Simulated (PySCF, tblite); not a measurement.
**C5H4F2N2: a rotation path, then NMR shifts on frames**

How do NMR shifts of C5H4F2N2 (`FC(F)c1ncccn1`) change as the atoms move?

The runs use tblite 0.8.0 and PySCF 2.14.0, with density-fitted response routines of our own; the level of theory stands in each step. All values are computed, except where a source is named. Atoms count from 0, in the outputs and in this text.

### 1 Starting geometry

13 atoms, charge 0, multiplicity 1; geometry from: GFN2-xTB.

Bonds of the start (Å): F0–C1 1.35, C1–F2 1.35, C1–C3 1.51, C3–N4 1.32, N4–C5 1.32, C5–C6 1.39, C6–C7 1.39, C7–N8 1.32, N8–C3 1.32, C1–H9 1.10, C5–H10 1.08, C6–H11 1.08, C7–H12 1.08.

### 2 The rotation path with GFN2-xTB

Job settings and geometry (Å):

```
{"job": {"kind": "neb", "xc": "GFN2-xTB", "basis": "xTB", "atoms": [4, 3, 1, 0], "turn": 120}, "charge": 0, "multiplicity": 1}
F      2.813981     0.583729    -0.696365
C      2.167908    -0.087697     0.284359
F      2.528502     0.493345     1.451579
C      0.668152    -0.026035     0.087272
N      0.056167    -1.191863    -0.047673
C     -1.255630    -1.158191    -0.220801
C     -1.961440     0.036121    -0.261154
C     -1.212937     1.195397    -0.109363
N      0.097372     1.163851     0.064316
H      2.523987    -1.128957     0.287053
H     -1.739891    -2.119580    -0.328508
H     -3.028940     0.060898    -0.402789
H     -1.661619     2.179469    -0.125654
```

Method: GFN2-xTB climbing-image nudged elastic band, gas phase.

Started as:

```console
OMP_NUM_THREADS=1 python probes_run.py task.json out
```

The driver reads the jobs from task.json and runs them one after another.

The program printed:

```text
image   E - E0 / eV
  0      -0.0000
  1       0.0064
  2       0.0214
  3       0.0359
  4       0.0423
  5       0.0383
  6       0.0247
  7       0.0085
  8       0.0000
```

Wall time 2.4 s (1 thread of Arm Neoverse V1, shared host); peak memory 0.19 GiB.

The final band, with the dihedral N4–C3–C1–F0:

| image | dihedral (°) | energy (eV) | energy (kcal/mol) |
| --- | --- | --- | --- |
| 0 | 121 | 0.000 | 0.0 |
| 1 | 143 | 0.006 | 0.1 |
| 2 | 165 | 0.021 | 0.5 |
| 3 | 186 | 0.036 | 0.8 |
| 4 | 209 | 0.042 | 1.0 |
| 5 | 231 | 0.038 | 0.9 |
| 6 | 255 | 0.025 | 0.6 |
| 7 | 278 | 0.008 | 0.2 |
| 8 | 300 | 0.000 | 0.0 |

### 3 Shielding tensors: image 0, PBE0/pcSseg-1

Job settings and geometry (Å):

```
{"job": {"kind": "nmr", "xc": "PBE0", "basis": "pcSseg-1", "pop": false}, "charge": 0, "multiplicity": 1}
F      2.814000     0.583700    -0.696400
C      2.167900    -0.087700     0.284400
F      2.528500     0.493300     1.451600
C      0.668200    -0.026000     0.087300
N      0.056200    -1.191900    -0.047700
C     -1.255600    -1.158200    -0.220800
C     -1.961400     0.036100    -0.261200
C     -1.212900     1.195400    -0.109400
N      0.097400     1.163900     0.064300
H      2.524000    -1.129000     0.287100
H     -1.739900    -2.119600    -0.328500
H     -3.028900     0.060900    -0.402800
H     -1.661600     2.179500    -0.125700
```

Level: GIAO PBE0/pcSseg-1 NMR shielding, non-relativistic, gas phase.

The program printed:

```text
coarse grid: 12208 points
cycle   1  E = -501.3711593572  dE =  1.714e+00  |g| = 7.282e-01  |ddm| = 3.464e+00
cycle   2  E = -501.2763286616  dE =  9.483e-02  |g| = 1.078e+00  |ddm| = 1.108e+00
cycle   3  E = -501.4649651160  dE = -1.886e-01  |g| = 5.926e-02  |ddm| = 6.366e-01
cycle   4  E = -501.4652758498  dE = -3.107e-04  |g| = 4.486e-02  |ddm| = 9.291e-02
cycle   5  E = -501.4657339499  dE = -4.581e-04  |g| = 1.248e-02  |ddm| = 4.461e-02
cycle   6  E = -501.4657652301  dE = -3.128e-05  |g| = 4.696e-03  |ddm| = 1.247e-02
cycle   7  E = -501.4657701808  dE = -4.951e-06  |g| = 7.133e-04  |ddm| = 3.949e-03
final grid: 122720 points
cycle   8  E = -501.5283625604  dE = -4.538e-05  |g| = 7.143e-03  |ddm| = 3.333e-02
cycle   9  E = -501.5283567409  dE =  5.820e-06  |g| = 9.387e-03  |ddm| = 1.400e-02
cycle  10  E = -501.5283736553  dE = -1.691e-05  |g| = 1.499e-03  |ddm| = 7.644e-03
cycle  11  E = -501.5283741391  dE = -4.838e-07  |g| = 4.389e-04  |ddm| = 1.449e-03
cycle  12  E = -501.5283741828  dE = -4.379e-08  |g| = 1.615e-04  |ddm| = 4.868e-04
cycle  13  E = -501.5283741876  dE = -4.799e-09  |g| = 2.997e-05  |ddm| = 1.350e-04
cycle  14  E = -501.5283741878  dE = -1.132e-10  |g| = 2.007e-05  |ddm| = 3.839e-05
converged SCF energy = -501.5283741878

GIAO shielding tensors (ppm)
atom      isotropic    diamagn.    paramagn.     s11        s22        s33       span
  0 F      301.231     469.050    -167.819    207.826    323.761    372.106    164.281
  1 C       65.066     233.981    -168.915     54.162     68.802     72.235     18.073
  2 F      301.440     469.044    -167.604    208.131    323.971    372.220    164.089
  3 C       17.851     258.199    -240.348    -77.112      5.976    124.689    201.801
  4 N      -64.917     332.449    -397.366   -324.740   -156.512    286.502    611.242
  5 C       23.633     249.992    -226.359    -89.446      9.317    151.028    240.474
  6 C       59.569     260.749    -201.180    -56.049     56.088    178.668    234.718
  7 C       22.148     250.043    -227.894    -91.799      6.473    151.770    243.569
  8 N      -68.201     331.342    -399.543   -351.834   -155.912    303.143    654.977
  9 H       24.631      26.457      -1.825     22.484     22.837     28.573      6.090
 10 H       22.632      29.872      -7.240     18.707     22.764     26.424      7.717
 11 H       24.316      30.792      -6.476     22.535     23.274     27.139      4.604
 12 H       22.427      29.845      -7.419     18.470     22.479     26.331      7.862
```

It took 19 s on 1 thread of Arm Neoverse V1, shared host; peak memory 0.77 GiB.

Shifts follow as δ = σ(reference) − σ, with reference shieldings (ppm) from runs at the same level and on the same kind of geometry: ¹H TMS 31.72, ¹³C TMS 186.9, ¹⁹F CFCl3 170.9, ¹⁵N NH3 267.7. The references are single molecules in the gas phase, so shifts against H2O, NH3, PH3, H3PO4 or CFCl3 are not on the usual liquid scales and can be off by tens of ppm. Each atom is listed at this fixed geometry, with no averaging over motion; a spectrum would average atoms that exchange fast.

| atoms | environment | σ (ppm) | δ (ppm) |
| --- | --- | --- | --- |
| C3 | substituted aromatic carbon next to a ring nitrogen | 17.9 | 169.1 |
| C7 | aromatic CH next to a ring nitrogen | 22.1 | 164.8 |
| C5 | aromatic CH next to a ring nitrogen | 23.6 | 163.3 |
| C6 | aromatic CH | 59.6 | 127.4 |
| C1 | sp3 CH bonded to 2 F, on an aromatic ring | 65.1 | 121.9 |
| H12 | hydrogen on an aromatic CH next to a ring nitrogen | 22.43 | 9.29 |
| H10 | hydrogen on an aromatic CH next to a ring nitrogen | 22.63 | 9.08 |
| H11 | hydrogen on an aromatic CH | 24.32 | 7.40 |
| H9 | hydrogen on an sp3 CH bonded to 2 F, on an aromatic ring | 24.63 | 7.09 |
| F0 | fluorine of a CF2 group | 301.2 | -130.3 |
| F2 | fluorine of a CF2 group | 301.4 | -130.5 |
| N8 | pyridine-type ring nitrogen | -68.2 | 335.9 |
| N4 | pyridine-type ring nitrogen | -64.9 | 332.6 |

Ring of atoms C3, N4, C5, C6, C7, N8: NICS(0) -6.4, NICS(1) -11.2, NICS(1)zz -28.0 ppm (means of both faces).

### 4 Nuclear shieldings: image 2, PBE0/pcSseg-1

Job settings and geometry (Å):

```
{"job": {"kind": "nmr", "xc": "PBE0", "basis": "pcSseg-1", "pop": false}, "charge": 0, "multiplicity": 1}
F      2.779300     1.060500    -0.147800
C      2.172800    -0.074800     0.246300
F      2.481300    -0.243800     1.556700
C      0.670500    -0.011500     0.057400
N      0.041300    -1.175000     0.116800
C     -1.273400    -1.147500    -0.023100
C     -1.963600     0.036900    -0.243100
C     -1.197400     1.191800    -0.310700
N      0.115800     1.167800    -0.150200
H      2.608700    -0.920400    -0.310000
H     -1.772300    -2.105700     0.042700
H     -3.033300     0.056300    -0.362500
H     -1.634100     2.165800    -0.490200
```

Level: GIAO PBE0/pcSseg-1 NMR shielding, non-relativistic, gas phase.

The program printed:

```text
coarse grid: 12208 points
cycle   1  E = -501.3679188111  dE =  1.719e+00  |g| = 7.334e-01  |ddm| = 3.464e+00
cycle   2  E = -501.2693384547  dE =  9.858e-02  |g| = 1.092e+00  |ddm| = 1.158e+00
cycle   3  E = -501.4634982967  dE = -1.942e-01  |g| = 5.937e-02  |ddm| = 6.674e-01
cycle   4  E = -501.4638175786  dE = -3.193e-04  |g| = 4.484e-02  |ddm| = 9.407e-02
cycle   5  E = -501.4642777026  dE = -4.601e-04  |g| = 1.241e-02  |ddm| = 4.423e-02
cycle   6  E = -501.4643085448  dE = -3.084e-05  |g| = 4.705e-03  |ddm| = 1.231e-02
cycle   7  E = -501.4643135320  dE = -4.987e-06  |g| = 7.157e-04  |ddm| = 3.995e-03
final grid: 122720 points
cycle   8  E = -501.5271763507  dE = -4.649e-05  |g| = 6.977e-03  |ddm| = 3.294e-02
cycle   9  E = -501.5271714211  dE =  4.930e-06  |g| = 9.021e-03  |ddm| = 1.337e-02
cycle  10  E = -501.5271869568  dE = -1.554e-05  |g| = 1.453e-03  |ddm| = 7.228e-03
cycle  11  E = -501.5271874015  dE = -4.447e-07  |g| = 4.342e-04  |ddm| = 1.410e-03
cycle  12  E = -501.5271874442  dE = -4.276e-08  |g| = 1.612e-04  |ddm| = 4.910e-04
cycle  13  E = -501.5271874491  dE = -4.895e-09  |g| = 2.919e-05  |ddm| = 1.396e-04
cycle  14  E = -501.5271874492  dE = -1.069e-10  |g| = 1.980e-05  |ddm| = 3.743e-05
converged SCF energy = -501.5271874492

GIAO shielding tensors (ppm)
atom      isotropic    diamagn.    paramagn.     s11        s22        s33       span
  0 F      322.122     468.118    -145.996    225.464    340.342    400.561    175.098
  1 C       67.587     233.330    -165.743     52.780     65.552     84.429     31.648
  2 F      302.456     469.103    -166.646    185.849    333.217    388.303    202.454
  3 C       18.233     258.577    -240.344    -77.470      8.932    123.238    200.708
  4 N      -65.822     332.677    -398.500   -334.030   -157.311    293.874    627.904
  5 C       23.236     249.980    -226.744    -90.204      8.582    151.330    241.533
  6 C       59.968     260.698    -200.730    -55.202     56.469    178.636    233.838
  7 C       22.864     250.081    -227.216    -90.988      8.328    151.253    242.241
  8 N      -66.184     331.002    -397.185   -348.120   -153.708    303.277    651.397
  9 H       24.621      26.042      -1.421     21.713     24.058     28.092      6.379
 10 H       22.553      29.847      -7.295     18.624     22.688     26.346      7.722
 11 H       24.357      30.805      -6.448     22.524     23.380     27.165      4.641
 12 H       22.462      29.843      -7.381     18.467     22.538     26.381      7.914
```

Wall time 18 s (1 thread of Arm Neoverse V1, shared host); peak memory 0.81 GiB.

In short: δ C3 168.7, C7 164.1, C5 163.7, C6 127.0, H12 9.25, H10 9.16 ppm.

### 5 Nuclear shieldings: image 4, PBE0/pcSseg-1

Job settings and geometry (Å):

```
{"job": {"kind": "nmr", "xc": "PBE0", "basis": "pcSseg-1", "pop": false}, "charge": 0, "multiplicity": 1}
F      2.678500     1.154500     0.567900
C      2.174300    -0.051900     0.236200
F      2.531500    -0.904100     1.220600
C      0.668100    -0.007100     0.067900
N      0.018100    -1.129400     0.322500
C     -1.295300    -1.105800     0.171800
C     -1.965200     0.038200    -0.239100
C     -1.177500     1.149600    -0.505500
N      0.136900     1.127900    -0.352800
H      2.667800    -0.383300    -0.695200
H     -1.807700    -2.033700     0.390000
H     -3.035300     0.059300    -0.353700
H     -1.598500     2.086200    -0.848300
```

With the program's defaults for keys left out, this is: GIAO PBE0/pcSseg-1 NMR shielding, non-relativistic, gas phase.

The program printed:

```text
coarse grid: 12208 points
cycle   1  E = -501.3657249661  dE =  1.726e+00  |g| = 7.386e-01  |ddm| = 3.474e+00
cycle   2  E = -501.2631298176  dE =  1.026e-01  |g| = 1.106e+00  |ddm| = 1.200e+00
cycle   3  E = -501.4632482393  dE = -2.001e-01  |g| = 5.875e-02  |ddm| = 6.892e-01
cycle   4  E = -501.4635872274  dE = -3.390e-04  |g| = 4.326e-02  |ddm| = 9.431e-02
cycle   5  E = -501.4640201915  dE = -4.330e-04  |g| = 1.208e-02  |ddm| = 4.279e-02
cycle   6  E = -501.4640500502  dE = -2.986e-05  |g| = 4.402e-03  |ddm| = 1.186e-02
cycle   7  E = -501.4640545329  dE = -4.483e-06  |g| = 5.644e-04  |ddm| = 3.781e-03
final grid: 122720 points
cycle   8  E = -501.5260403695  dE = -4.341e-05  |g| = 6.634e-03  |ddm| = 3.082e-02
cycle   9  E = -501.5260379656  dE =  2.404e-06  |g| = 8.050e-03  |ddm| = 1.212e-02
cycle  10  E = -501.5260501373  dE = -1.217e-05  |g| = 1.195e-03  |ddm| = 6.183e-03
cycle  11  E = -501.5260503995  dE = -2.622e-07  |g| = 3.633e-04  |ddm| = 1.112e-03
cycle  12  E = -501.5260504267  dE = -2.717e-08  |g| = 1.592e-04  |ddm| = 4.298e-04
cycle  13  E = -501.5260504324  dE = -5.728e-09  |g| = 2.060e-05  |ddm| = 1.472e-04
cycle  14  E = -501.5260504325  dE = -8.185e-11  |g| = 8.775e-06  |ddm| = 2.307e-05
converged SCF energy = -501.5260504325

GIAO shielding tensors (ppm)
atom      isotropic    diamagn.    paramagn.     s11        s22        s33       span
  0 F      318.703     468.096    -149.393    211.126    350.501    394.483    183.357
  1 C       68.900     233.768    -164.869     47.576     67.463     91.661     44.085
  2 F      316.409     468.366    -151.958    206.198    350.276    392.752    186.554
  3 C       17.469     258.822    -241.353    -77.235      8.677    120.966    198.202
  4 N      -65.781     331.853    -397.634   -342.162   -155.547    300.365    642.527
  5 C       23.191     250.108    -226.917    -90.404      8.705    151.272    241.675
  6 C       60.370     260.725    -200.355    -54.956     57.254    178.812    233.768
  7 C       23.137     250.098    -226.961    -90.532      8.700    151.243    241.775
  8 N      -64.973     331.596    -396.569   -341.718   -153.933    300.733    642.450
  9 H       24.732      25.518      -0.786     21.903     24.831     27.462      5.559
 10 H       22.516      29.899      -7.382     18.505     22.653     26.391      7.886
 11 H       24.381      30.824      -6.443     22.572     23.380     27.190      4.618
 12 H       22.512      29.850      -7.338     18.528     22.612     26.396      7.868
```

Wall time 18 s (1 thread of Arm Neoverse V1, shared host); peak memory 0.81 GiB.

In short: δ C3 169.5, C7 163.8, C5 163.7, C6 126.6, H12 9.20, H10 9.20 ppm.

### 6 Nuclear shieldings: image 6, PBE0/pcSseg-1

Job settings and geometry (Å):

```
{"job": {"kind": "nmr", "xc": "PBE0", "basis": "pcSseg-1", "pop": false}, "charge": 0, "multiplicity": 1}
F      2.567600     0.816500     1.213900
C      2.177100    -0.027900     0.227200
F      2.619500    -1.252600     0.572500
C      0.669400    -0.009000     0.066200
N     -0.003700    -1.047300     0.524100
C     -1.316200    -1.030700     0.363400
C     -1.964500     0.036900    -0.240900
C     -1.157200     1.075500    -0.686000
N      0.158000     1.050600    -0.541900
H      2.686500     0.283700    -0.699800
H     -1.844900    -1.900600     0.731200
H     -3.033100     0.055200    -0.368700
H     -1.563000     1.950100    -1.178800
```

With the program's defaults for keys left out, this is: GIAO PBE0/pcSseg-1 NMR shielding, non-relativistic, gas phase.

The program printed:

```text
coarse grid: 12208 points
cycle   1  E = -501.3676685660  dE =  1.717e+00  |g| = 7.348e-01  |ddm| = 3.465e+00
cycle   2  E = -501.2679970251  dE =  9.967e-02  |g| = 1.096e+00  |ddm| = 1.167e+00
cycle   3  E = -501.4636951974  dE = -1.957e-01  |g| = 5.960e-02  |ddm| = 6.733e-01
cycle   4  E = -501.4640106643  dE = -3.155e-04  |g| = 4.537e-02  |ddm| = 9.479e-02
cycle   5  E = -501.4644821913  dE = -4.715e-04  |g| = 1.246e-02  |ddm| = 4.472e-02
cycle   6  E = -501.4645132277  dE = -3.104e-05  |g| = 4.728e-03  |ddm| = 1.236e-02
cycle   7  E = -501.4645182551  dE = -5.027e-06  |g| = 7.230e-04  |ddm| = 4.001e-03
final grid: 122720 points
cycle   8  E = -501.5269425681  dE = -4.293e-05  |g| = 6.830e-03  |ddm| = 2.949e-02
cycle   9  E = -501.5269385922  dE =  3.976e-06  |g| = 8.645e-03  |ddm| = 1.285e-02
cycle  10  E = -501.5269527546  dE = -1.416e-05  |g| = 1.381e-03  |ddm| = 6.797e-03
cycle  11  E = -501.5269531413  dE = -3.866e-07  |g| = 4.201e-04  |ddm| = 1.342e-03
cycle  12  E = -501.5269531806  dE = -3.932e-08  |g| = 1.615e-04  |ddm| = 4.767e-04
cycle  13  E = -501.5269531856  dE = -5.057e-09  |g| = 2.827e-05  |ddm| = 1.405e-04
cycle  14  E = -501.5269531858  dE = -1.037e-10  |g| = 1.889e-05  |ddm| = 3.645e-05
converged SCF energy = -501.5269531858

GIAO shielding tensors (ppm)
atom      isotropic    diamagn.    paramagn.     s11        s22        s33       span
  0 F      303.572     468.889    -165.317    187.574    334.616    388.525    200.951
  1 C       67.771     233.252    -165.481     52.456     65.770     85.088     32.632
  2 F      321.177     468.266    -147.089    223.771    339.782    399.980    176.209
  3 C       18.267     258.578    -240.311    -77.523      9.386    122.938    200.461
  4 N      -67.054     331.175    -398.229   -349.451   -154.778    303.065    652.516
  5 C       22.947     250.081    -227.135    -90.825      8.523    151.143    241.968
  6 C       59.963     260.693    -200.730    -55.160     56.408    178.640    233.800
  7 C       23.093     249.987    -226.893    -90.537      8.596    151.222    241.759
  8 N      -65.674     332.521    -398.195   -335.388   -156.204    294.571    629.959
  9 H       24.631      25.965      -1.334     21.750     24.045     28.098      6.348
 10 H       22.459      29.875      -7.415     18.436     22.563     26.379      7.943
 11 H       24.362      30.810      -6.448     22.536     23.378     27.173      4.637
 12 H       22.537      29.809      -7.272     18.630     22.641     26.340      7.710
```

It took 18 s on 1 thread of Arm Neoverse V1, shared host; peak memory 0.81 GiB.

This run: δ C3 168.7, C5 164.0, C7 163.8, C6 127.0, H10 9.26, H12 9.18 ppm.

### 7 Shielding tensors: image 8, PBE0/pcSseg-1

Job settings and geometry (Å):

```
{"job": {"kind": "nmr", "xc": "PBE0", "basis": "pcSseg-1", "pop": false}, "charge": 0, "multiplicity": 1}
F      2.511500     0.150500     1.549800
C      2.174300     0.005300     0.247500
F      2.714100    -1.165300    -0.163100
C      0.670300     0.000400     0.074600
N     -0.019000    -0.937200     0.697500
C     -1.331000    -0.923700     0.534500
C     -1.962600     0.030000    -0.252100
C     -1.138100     0.966900    -0.859200
N      0.175800     0.954000    -0.698700
H      2.636400     0.823400    -0.325300
H     -1.877600    -1.700300     1.052600
H     -3.031700     0.042500    -0.384100
H     -1.526600     1.753800    -1.491700
```

Method: GIAO PBE0/pcSseg-1 NMR shielding, non-relativistic, gas phase.

The program printed:

```text
coarse grid: 12208 points
cycle   1  E = -501.3713762599  dE =  1.713e+00  |g| = 7.283e-01  |ddm| = 3.464e+00
cycle   2  E = -501.2763969753  dE =  9.498e-02  |g| = 1.079e+00  |ddm| = 1.109e+00
cycle   3  E = -501.4652023538  dE = -1.888e-01  |g| = 5.931e-02  |ddm| = 6.372e-01
cycle   4  E = -501.4655114270  dE = -3.091e-04  |g| = 4.502e-02  |ddm| = 9.327e-02
cycle   5  E = -501.4659736164  dE = -4.622e-04  |g| = 1.247e-02  |ddm| = 4.477e-02
cycle   6  E = -501.4660048638  dE = -3.125e-05  |g| = 4.692e-03  |ddm| = 1.245e-02
cycle   7  E = -501.4660098058  dE = -4.942e-06  |g| = 7.135e-04  |ddm| = 3.946e-03
final grid: 122720 points
cycle   8  E = -501.5283744020  dE = -4.330e-05  |g| = 6.919e-03  |ddm| = 2.761e-02
cycle   9  E = -501.5283701216  dE =  4.280e-06  |g| = 8.827e-03  |ddm| = 1.309e-02
cycle  10  E = -501.5283848343  dE = -1.471e-05  |g| = 1.376e-03  |ddm| = 6.939e-03
cycle  11  E = -501.5283852173  dE = -3.829e-07  |g| = 4.345e-04  |ddm| = 1.337e-03
cycle  12  E = -501.5283852594  dE = -4.210e-08  |g| = 1.661e-04  |ddm| = 4.793e-04
cycle  13  E = -501.5283852647  dE = -5.327e-09  |g| = 2.905e-05  |ddm| = 1.433e-04
cycle  14  E = -501.5283852648  dE = -1.064e-10  |g| = 1.959e-05  |ddm| = 3.758e-05
converged SCF energy = -501.5283852648

GIAO shielding tensors (ppm)
atom      isotropic    diamagn.    paramagn.     s11        s22        s33       span
  0 F      301.066     469.071    -168.004    207.519    323.567    372.114    164.595
  1 C       65.050     233.981    -168.931     54.104     68.776     72.270     18.166
  2 F      301.490     469.041    -167.551    208.206    324.215    372.049    163.842
  3 C       17.860     258.196    -240.336    -77.098      6.003    124.675    201.772
  4 N      -68.255     331.348    -399.603   -352.019   -155.839    303.093    655.112
  5 C       22.126     250.059    -227.933    -91.881      6.515    151.745    243.626
  6 C       59.545     260.755    -201.211    -56.087     56.087    178.635    234.722
  7 C       23.639     249.976    -226.337    -89.415      9.281    151.052    240.467
  8 N      -64.838     332.441    -397.279   -324.612   -156.462    286.560    611.172
  9 H       24.632      26.458      -1.826     22.488     22.834     28.573      6.084
 10 H       22.423      29.846      -7.422     18.470     22.473     26.328      7.858
 11 H       24.314      30.788      -6.474     22.531     23.274     27.137      4.605
 12 H       22.635      29.871      -7.236     18.712     22.763     26.429      7.717
```

Wall time 18 s (1 thread of Arm Neoverse V1, shared host); peak memory 0.81 GiB.

This run: δ C3 169.1, C5 164.8, C7 163.3, C6 127.4, H10 9.29, H12 9.08 ppm.

### 8 Run by run: NMR shifts

Shifts (ppm) of some atoms, chosen among heavy atoms and hydrogens apart, with basis size and wall time:

| frame | C1 | H12 | H10 | F0 | F2 | N8 | N4 | functions | time |
| --- | --- | --- | --- | --- | --- | --- | --- | --- | --- |
| image 0 | 121.9 | 9.29 | 9.08 | -130.3 | -130.5 | 335.9 | 332.6 | 173 | 19 s |
| image 2 | 119.3 | 9.25 | 9.16 | -151.2 | -131.5 | 333.9 | 333.6 | 173 | 18 s |
| image 4 | 118.0 | 9.20 | 9.20 | -147.8 | -145.5 | 332.7 | 333.5 | 173 | 18 s |
| image 6 | 119.2 | 9.18 | 9.26 | -132.6 | -150.2 | 333.4 | 334.8 | 173 | 18 s |
| image 8 | 121.9 | 9.08 | 9.29 | -130.1 | -130.5 | 332.6 | 336.0 | 173 | 18 s |

### 9 Results

```
                                         quantity                                  value
                                          barrier     0.042 eV (1.0 kcal/mol) at image 4
                            end to end (GFN2-xTB)                               0.000 eV
  ¹³C shifts against TMS (PBE0/pcSseg-1, image 0)  169.1, 164.8, 163.3, 127.4, 121.9 ppm
   ¹H shifts against TMS (PBE0/pcSseg-1, image 0)             9.29, 9.08, 7.40, 7.09 ppm
¹⁹F shifts against CFCl3 (PBE0/pcSseg-1, image 0)                     -130.3, -130.5 ppm
  ¹⁵N shifts against NH3 (PBE0/pcSseg-1, image 0)                       335.9, 332.6 ppm
                         range of the shift of F0                   -151.2 to -130.1 ppm
```

Along the band the dihedral turns by 180°, and the top (dihedral 209°) lies 1.0 kcal/mol above the start (GFN2-xTB, rough), so at room temperature this motion is fast. The top was not checked by a frequency run. Shifts at one fixed geometry are not the observed spectrum, which averages over the motion. In the first frame run (image 0): The largest span, 655 ppm, is at N8, where the paramagnetic term is -400 ppm. NICS(1)zz of -28 ppm above the planar ring from C3 marks a diatropic (aromatic) ring current. Across the 5 runs the shift of F0 moves most, between -151.2 (image 2) and -130.1 ppm (image 8).
